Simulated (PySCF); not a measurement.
# C3H8AlN: NMR shifts at several levels of theory, part 2 of 2

PySCF 2.14.0. Atoms count from 0.

## 8. NMR shieldings: wB97X-D/pcSseg-2

The job: settings as JSON, then the geometry in Å.

```
{"job": {"kind": "nmr", "xc": "wB97X-D", "basis": "pcSseg-2", "pop": false}, "charge": 0, "multiplicity": 1}
C      2.768205     0.256297     0.495164
C      1.431243     0.193431     0.607973
Al     0.334558    -0.143235    -0.962930
N     -1.437890    -0.238914    -0.844437
C     -2.285194    -0.091209     0.314200
H      3.277375     0.122553    -0.468593
H      3.431558     0.443908     1.349793
H      1.021244     0.341634     1.617263
H      0.995503    -0.341213    -2.393644
H     -1.975893    -0.418806    -1.687451
H     -2.990176     0.756893     0.226507
H     -1.675822     0.096102     1.212512
H     -2.888881    -0.994322     0.523297
```

With the program's defaults for keys left out, this is: GIAO wB97X-D/pcSseg-2 NMR shielding, non-relativistic, gas phase.

Log:

```text
coarse grid: 10904 points
cycle   1  E = -416.2626252464  dE =  2.304e-01  |g| = 4.691e-01  |ddm| = 2.402e+00
cycle   2  E = -416.2698429047  dE = -7.218e-03  |g| = 4.773e-01  |ddm| = 5.641e-01
cycle   3  E = -416.3173244363  dE = -4.748e-02  |g| = 5.090e-02  |ddm| = 2.554e-01
cycle   4  E = -416.3179897832  dE = -6.653e-04  |g| = 2.434e-02  |ddm| = 6.045e-02
cycle   5  E = -416.3181510705  dE = -1.613e-04  |g| = 3.796e-03  |ddm| = 2.428e-02
cycle   6  E = -416.3181573271  dE = -6.257e-06  |g| = 1.109e-03  |ddm| = 7.159e-03
final grid: 99488 points
cycle   7  E = -416.3293898102  dE = -1.861e-04  |g| = 6.676e-03  |ddm| = 4.546e-02
cycle   8  E = -416.3293910157  dE = -1.205e-06  |g| = 6.798e-03  |ddm| = 9.051e-03
cycle   9  E = -416.3294004852  dE = -9.469e-06  |g| = 6.791e-04  |ddm| = 3.501e-03
cycle  10  E = -416.3294005735  dE = -8.830e-08  |g| = 4.008e-04  |ddm| = 8.220e-04
cycle  11  E = -416.3294006131  dE = -3.965e-08  |g| = 4.452e-05  |ddm| = 3.113e-04
cycle  12  E = -416.3294006143  dE = -1.199e-09  |g| = 1.211e-05  |ddm| = 1.130e-04
cycle  13  E = -416.3294006144  dE = -1.071e-10  |g| = 3.764e-06  |ddm| = 3.398e-05
converged SCF energy = -416.3294006144

GIAO shielding tensors (ppm)
atom      isotropic    diamagn.    paramagn.     s11        s22        s33       span
  0 C       26.215     250.401    -224.186   -117.348     32.547    163.445    280.792
  1 C       32.361     256.019    -223.658    -98.309      6.952    188.439    286.748
  2 Al     368.135     796.122    -427.987    347.371    375.091    381.943     34.572
  3 N      200.244     318.755    -118.512    139.548    224.432    236.750     97.202
  4 C      150.528     235.403     -84.875    126.104    142.462    183.018     56.914
  5 H       24.836      30.340      -5.504     20.846     24.724     28.938      8.092
  6 H       24.417      28.563      -4.146     20.882     24.246     28.123      7.241
  7 H       24.518      32.518      -8.001     20.675     24.731     28.148      7.473
  8 H       27.131      29.990      -2.859     23.836     25.653     31.905      8.069
  9 H       29.846      31.701      -1.855     23.239     29.123     37.176     13.937
 10 H       28.505      27.747       0.758     23.738     26.511     35.266     11.528
 11 H       28.353      30.638      -2.284     24.181     27.991     32.888      8.707
 12 H       28.509      27.737       0.771     23.751     26.514     35.260     11.509
```

It took 53 s on 1 thread of Arm Neoverse V1, shared host; peak memory 1.3 GiB.

This run: δ C0 158.2, C1 152.1, C4 33.9, Al2 118.8, H6 6.94, H7 6.84 ppm.

## 9. Nuclear shieldings: LC-wPBE/pcSseg-2

The job, as its differences from that of step 8:

```diff
@@ -1,2 +1,2 @@
-{"job": {"kind": "nmr", "xc": "wB97X-D", "basis": "pcSseg-2", "pop": false}, "charge": 0, "multiplicity": 1}
+{"job": {"kind": "nmr", "xc": "LC-wPBE", "basis": "pcSseg-2", "pop": false}, "charge": 0, "multiplicity": 1}
 C      2.768205     0.256297     0.495164
```

Level: GIAO LC-wPBE/pcSseg-2 NMR shielding, non-relativistic, gas phase.

Log:

```text
coarse grid: 10904 points
cycle   1  E = -416.1369926123  dE =  2.679e-01  |g| = 4.333e-01  |ddm| = 2.394e+00
cycle   2  E = -416.1576074631  dE = -2.061e-02  |g| = 3.778e-01  |ddm| = 4.897e-01
cycle   3  E = -416.1856548256  dE = -2.805e-02  |g| = 5.094e-02  |ddm| = 1.962e-01
cycle   4  E = -416.1864931329  dE = -8.383e-04  |g| = 1.827e-02  |ddm| = 7.007e-02
cycle   5  E = -416.1865877590  dE = -9.463e-05  |g| = 3.672e-03  |ddm| = 2.175e-02
cycle   6  E = -416.1865931643  dE = -5.405e-06  |g| = 1.070e-03  |ddm| = 6.722e-03
final grid: 99488 points
cycle   7  E = -416.1963182158  dE = -1.094e-04  |g| = 6.710e-03  |ddm| = 3.305e-02
cycle   8  E = -416.1963223200  dE = -4.104e-06  |g| = 5.088e-03  |ddm| = 5.914e-03
cycle   9  E = -416.1963267594  dE = -4.439e-06  |g| = 7.133e-04  |ddm| = 2.678e-03
cycle  10  E = -416.1963268474  dE = -8.799e-08  |g| = 2.866e-04  |ddm| = 5.710e-04
cycle  11  E = -416.1963268663  dE = -1.889e-08  |g| = 4.590e-05  |ddm| = 2.438e-04
cycle  12  E = -416.1963268672  dE = -8.691e-10  |g| = 1.514e-05  |ddm| = 7.959e-05
converged SCF energy = -416.1963268672

GIAO shielding tensors (ppm)
atom      isotropic    diamagn.    paramagn.     s11        s22        s33       span
  0 C       24.853     249.498    -224.645   -126.583     32.108    169.034    295.617
  1 C       31.537     255.698    -224.161   -105.734      6.196    194.150    299.884
  2 Al     362.200     795.527    -433.328    343.566    368.821    374.212     30.646
  3 N      211.279     317.833    -106.554    154.025    232.624    247.186     93.161
  4 C      156.263     232.910     -76.647    133.077    148.345    187.368     54.291
  5 H       24.695      30.299      -5.604     20.532     24.604     28.949      8.417
  6 H       24.300      28.725      -4.425     20.631     24.156     28.112      7.481
  7 H       24.374      32.379      -8.005     20.376     24.574     28.172      7.796
  8 H       27.098      29.820      -2.722     23.779     25.632     31.883      8.104
  9 H       29.940      31.592      -1.651     23.018     28.988     37.815     14.797
 10 H       28.600      27.962       0.638     23.747     26.562     35.490     11.743
 11 H       28.394      30.124      -1.729     24.021     28.043     33.119      9.098
 12 H       28.603      27.957       0.647     23.759     26.564     35.488     11.729
```

It took 63 s on 1 thread of Arm Neoverse V1, shared host; peak memory 1.2 GiB.

Key values: δ C0 163.4, C1 156.8, C4 32.0, Al2 122.7, H6 7.02, H7 6.94 ppm.

## 10. Nuclear shieldings: PBE0/6-31G

The job, as its differences from that of step 9:

```diff
@@ -1,2 +1,2 @@
-{"job": {"kind": "nmr", "xc": "LC-wPBE", "basis": "pcSseg-2", "pop": false}, "charge": 0, "multiplicity": 1}
+{"job": {"kind": "nmr", "xc": "PBE0", "basis": "6-31G", "pop": true}, "charge": 0, "multiplicity": 1}
 C      2.768205     0.256297     0.495164
```

Method: GIAO PBE0/6-31G NMR shielding, non-relativistic, gas phase.

Log:

```text
coarse grid: 10904 points
cycle   1  E = -415.8904116796  dE =  2.403e-01  |g| = 4.824e-01  |ddm| = 3.126e+00
cycle   2  E = -415.8172566322  dE =  7.316e-02  |g| = 7.218e-01  |ddm| = 1.047e+00
cycle   3  E = -415.9481238271  dE = -1.309e-01  |g| = 1.083e-01  |ddm| = 6.759e-01
cycle   4  E = -415.9512602407  dE = -3.136e-03  |g| = 2.168e-02  |ddm| = 1.257e-01
cycle   5  E = -415.9513983180  dE = -1.381e-04  |g| = 2.275e-03  |ddm| = 2.560e-02
cycle   6  E = -415.9514006800  dE = -2.362e-06  |g| = 3.551e-04  |ddm| = 4.634e-03
final grid: 99488 points
cycle   7  E = -415.9016918497  dE = -7.923e-06  |g| = 7.200e-03  |ddm| = 1.511e-02
cycle   8  E = -415.9016843662  dE =  7.484e-06  |g| = 9.111e-03  |ddm| = 1.480e-02
cycle   9  E = -415.9017056618  dE = -2.130e-05  |g| = 1.323e-03  |ddm| = 8.263e-03
cycle  10  E = -415.9017060982  dE = -4.364e-07  |g| = 5.607e-05  |ddm| = 1.168e-03
cycle  11  E = -415.9017060991  dE = -9.640e-10  |g| = 2.270e-05  |ddm| = 1.404e-04
converged SCF energy = -415.9017060991

GIAO shielding tensors (ppm)
atom      isotropic    diamagn.    paramagn.     s11        s22        s33       span
  0 C       57.553     254.748    -197.196    -65.721     60.972    177.407    243.128
  1 C       63.388     255.733    -192.345    -49.885     39.851    200.198    250.083
  2 Al     422.723     798.097    -375.374    412.502    420.139    435.528     23.025
  3 N      196.689     322.932    -126.243    119.435    232.033    238.601    119.166
  4 C      166.746     241.071     -74.326    143.805    160.152    196.280     52.475
  5 H       25.745      30.294      -4.548     22.445     25.349     29.442      6.997
  6 H       25.666      28.685      -3.019     22.630     25.606     28.763      6.133
  7 H       25.718      31.026      -5.307     22.947     25.570     28.638      5.692
  8 H       27.263      30.295      -3.032     24.445     25.343     32.000      7.555
  9 H       31.269      32.123      -0.854     23.983     30.430     39.394     15.411
 10 H       29.690      28.406       1.284     24.907     27.532     36.631     11.724
 11 H       29.464      28.769       0.695     24.558     29.522     34.313      9.755
 12 H       29.695      28.415       1.279     24.917     27.537     36.629     11.712
```

Run time: 5.4 s. Hardware: 1 thread of Arm Neoverse V1, shared host; peak memory 0.48 GiB.

In short: δ C0 142.0, C1 136.1, C4 32.8, Al2 119.9, H6 6.95, H7 6.89 ppm.

## 11. Nuclear shieldings: PBE0/STO-3G

The job, as its differences from that of step 10:

```diff
@@ -1,2 +1,2 @@
-{"job": {"kind": "nmr", "xc": "PBE0", "basis": "6-31G", "pop": true}, "charge": 0, "multiplicity": 1}
+{"job": {"kind": "nmr", "xc": "PBE0", "basis": "STO-3G", "pop": true}, "charge": 0, "multiplicity": 1}
 C      2.768205     0.256297     0.495164
```

Level: GIAO PBE0/STO-3G NMR shielding, non-relativistic, gas phase.

Log:

```text
coarse grid: 10904 points
cycle   1  E = -410.8772434984  dE =  1.394e-01  |g| = 5.179e-01  |ddm| = 4.373e+00
cycle   2  E = -410.7821716653  dE =  9.507e-02  |g| = 7.706e-01  |ddm| = 1.677e+00
cycle   3  E = -410.9633653632  dE = -1.812e-01  |g| = 7.097e-02  |ddm| = 1.079e+00
cycle   4  E = -410.9651029946  dE = -1.738e-03  |g| = 2.056e-02  |ddm| = 1.308e-01
cycle   5  E = -410.9651931609  dE = -9.017e-05  |g| = 1.291e-02  |ddm| = 3.831e-02
cycle   6  E = -410.9652444442  dE = -5.128e-05  |g| = 1.631e-03  |ddm| = 1.685e-02
cycle   7  E = -410.9652453538  dE = -9.096e-07  |g| = 1.351e-04  |ddm| = 2.559e-03
final grid: 99488 points
cycle   8  E = -410.9406350584  dE = -6.581e-06  |g| = 3.240e-03  |ddm| = 1.224e-02
cycle   9  E = -410.9406356778  dE = -6.194e-07  |g| = 2.992e-03  |ddm| = 8.913e-03
cycle  10  E = -410.9406386066  dE = -2.929e-06  |g| = 4.333e-04  |ddm| = 4.592e-03
cycle  11  E = -410.9406386675  dE = -6.094e-08  |g| = 6.821e-05  |ddm| = 6.521e-04
cycle  12  E = -410.9406386685  dE = -9.783e-10  |g| = 4.102e-05  |ddm| = 1.198e-04
cycle  13  E = -410.9406386690  dE = -4.994e-10  |g| = 5.718e-06  |ddm| = 5.022e-05
converged SCF energy = -410.9406386690

GIAO shielding tensors (ppm)
atom      isotropic    diamagn.    paramagn.     s11        s22        s33       span
  0 C      118.189     252.099    -133.910     14.933    131.686    207.948    193.015
  1 C      107.519     255.345    -147.826     -4.424     92.598    234.383    238.807
  2 Al     384.887     784.218    -399.331    350.598    370.361    433.703     83.105
  3 N      284.558     313.374     -28.816    262.918    293.661    297.096     34.177
  4 C      199.255     244.609     -45.354    181.763    188.168    227.834     46.072
  5 H       26.943      31.004      -4.061     23.996     25.999     30.833      6.837
  6 H       26.841      29.433      -2.592     23.675     26.181     30.667      6.992
  7 H       26.262      33.142      -6.880     22.942     25.952     29.892      6.950
  8 H       29.918      32.480      -2.562     26.966     28.676     34.112      7.146
  9 H       32.787      30.971       1.816     24.143     31.633     42.584     18.441
 10 H       31.090      29.269       1.822     26.847     27.837     38.587     11.740
 11 H       30.932      32.739      -1.807     25.457     30.020     37.318     11.861
 12 H       31.089      29.248       1.840     26.835     27.840     38.591     11.756
```

Run time: 3.1 s. Hardware: 1 thread of Arm Neoverse V1, shared host; peak memory 0.48 GiB.

Key values: δ C1 127.2, C0 116.5, C4 35.4, Al2 90.1, H7 6.34, H6 5.76 ppm.

## 12. Comparing the runs: NMR shifts

Shifts (ppm) of some atoms, chosen among heavy atoms and hydrogens apart, with basis size and wall time:

| run | C0 | C1 | C4 | H8 | H9 | Al2 | N3 | functions | time |
| --- | --- | --- | --- | --- | --- | --- | --- | --- | --- |
| PBE0/pcSseg-2 | 156.9 | 151.6 | 34.3 | 4.28 | 1.66 | 120.4 | 66.8 | 299 | 41 s |
| mPW1PW91/pcSseg-2 | 156.8 | 151.5 | 34.4 | 4.25 | 1.63 | 118.6 | 65.8 | 299 | 42 s |
| WP04/pcSseg-2 | 152.8 | 148.9 | 35.7 | 3.39 | 1.25 | 95.1 | 53.4 | 299 | 43 s |
| B97-2/pcSseg-2 | 153.0 | 147.4 | 34.6 | 4.13 | 1.59 | 114.1 | 63.9 | 299 | 42 s |
| BHandHLYP/pcSseg-2 | 156.8 | 152.2 | 33.2 | 4.09 | 1.35 | 114.2 | 57.5 | 299 | 41 s |
| CAM-B3LYP/pcSseg-2 | 158.6 | 155.0 | 33.3 | 4.21 | 1.57 | 124.2 | 65.3 | 299 | 56 s |
| wB97X-D/pcSseg-2 | 158.2 | 152.1 | 33.9 | 4.22 | 1.51 | 118.8 | 59.8 | 299 | 53 s |
| LC-wPBE/pcSseg-2 | 163.4 | 156.8 | 32.0 | 4.22 | 1.38 | 122.7 | 52.8 | 299 | 63 s |
| PBE0/6-31G | 142.0 | 136.1 | 32.8 | 5.35 | 1.34 | 119.9 | 64.0 | 65 | 5.4 s |
| PBE0/STO-3G | 116.5 | 127.2 | 35.4 | 2.69 | -0.18 | 90.1 | 10.2 | 37 | 3.1 s |

## 13. Summary of results

What follows sums up all 2 parts.

```
                                                              quantity                                             value
                                13C shifts against TMS (PBE0/pcSseg-2)                            156.9, 151.6, 34.3 ppm
1H shifts against TMS (PBE0/pcSseg-2, means over atoms taken as alike)            6.97, 6.91, 6.53, 4.28, 2.96, 1.66 ppm
                             27Al shifts against AlH4- (PBE0/pcSseg-2)                                         120.4 ppm
                                15N shifts against NH3 (PBE0/pcSseg-2)                                          66.8 ppm
                       range of the shift of Al2 (minimal bases aside)                                 95.1 to 124.2 ppm
                                         property runs in this session  10, of which 0 failed and 1 gave unsound results
```

**Reading.** Single values in the summary come from the first sound run of each kind (PBE0/pcSseg-2), which need not be the best level. C0 (terminal =CH2 carbon) lies farthest downfield among carbon, at 156.9 ppm; an sp2 carbon of a C=C bond. Leaving out the minimal-basis runs, which are unusable for shieldings: Across the 9 runs the shift of Al2 moves most, between 95.1 (WP04/pcSseg-2) and 124.2 ppm (CAM-B3LYP/pcSseg-2).
